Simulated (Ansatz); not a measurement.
**FGaH4O2Si: a ladder of functionals and wavefunction methods**

One table from this session's results is given with a row withheld; the runs are named, their logs left out.

Computed with Ansatz 0.2.0, Gaussian basis. Level: functionals in def2-TZVPP, the program's frozen cores in correlated methods.

Levels to be run: PBE-D4, r2SCAN-D4, PBE0-D4, B3LYP-D4, ωB97X-V, ωB97M-V, B2PLYP; CCSD(T)/def2-TZVPP; MP2/def2-QZVPP; extrapolation to the limit.

**Structure used throughout**

The geometry comes from an earlier relaxation with PBE0-D4 in a triple-zeta def2 set; it is a stationary point, not always the lowest conformer.

9 atoms, charge 0, spin multiplicity 1.

Atoms are counted from 1 here; the program's logs count them from 0.

Bond lengths: O1–Ga2 1.850 Å, O1–H6 0.960 Å, Si3–O4 1.612 Å, Si3–F5 1.599 Å, Si3–H7 1.496 Å, Si3–H8 1.476 Å, O4–H9 0.984 Å. Angles: Ga2–O1–H6 123.6°, O4–Si3–F5 112.7°, O4–Si3–H7 110.5°, O4–Si3–H8 109.3°, F5–Si3–H7 104.8°, F5–Si3–H8 107.2°, H7–Si3–H8 112.2°, Si3–O4–H9 114.5°.

The first run:

File in.yaml:

```yaml
crystal:
  periodic: [false, false, false]
  atoms:
    - {symbol: O, position_ang: [-1.471610, 0.589121, 1.205624]}
    - {symbol: Ga, position_ang: [-0.465955, 2.078344, 1.644796]}
    - {symbol: Si, position_ang: [1.057315, -0.517322, -0.884700]}
    - {symbol: O, position_ang: [-0.109879, -1.315884, -0.110243]}
    - {symbol: F, position_ang: [0.583658, 0.039379, -2.306527]}
    - {symbol: H, position_ang: [-2.427829, 0.551832, 1.283716]}
    - {symbol: H, position_ang: [1.461950, 0.698881, -0.113315]}
    - {symbol: H, position_ang: [2.193099, -1.427885, -1.128489]}
    - {symbol: H, position_ang: [-0.732049, -0.742765, 0.391936]}
basis:
  gaussian: {orbitals: def2-TZVPP}
hamiltonian: {xc: pbe, dispersion: d4}
output: {forces: true, orbitals: {seedname: orbitals}}
```

The run is started by

```sh
ansatz run in.yaml --threads 4 --pin off --events-out ev --progress --plain --max-ram 10444MiB
```

Among the steps run: PBE-D4 (GGA); r2SCAN-D4 (meta-GGA); PBE0-D4 (hybrid); B3LYP-D4 (hybrid); ωB97X-V (range-separated); ωB97M-V (range-separated); B2PLYP (double hybrid); CCSD(T) in def2-TZVPP; MP2 in def2-QZVPP.

One table of the session follows, with a row left open; its other results are not shown here.

| method | atomisation energy (kcal/mol) |
| --- | --- |
| PBE-D4 | 759.2 |
| r2SCAN-D4 | 752.2 |
| PBE0-D4 | ? |
| B3LYP-D4 | 749.9 |
| ωB97X-V | 753.6 |
| ωB97M-V | 754.1 |
| B2PLYP | 745.2 |
| HF/def2-TZVPP | 532.6 |
| MP2/def2-TZVPP | 756.8 |
| CCSD/def2-TZVPP | 724.2 |
| CCSD(T)/def2-TZVPP | 736.2 |
| MP2/CBS | 781.3 |
| CCSD(T)/CBS | 760.7 |

Estimate the missing values for PBE0-D4.

As computed: atomisation energy (kcal/mol): 738.6. In the column «atomisation energy (kcal/mol)» it lies between CCSD(T)/def2-TZVPP (736.2) and B2PLYP (745.2).
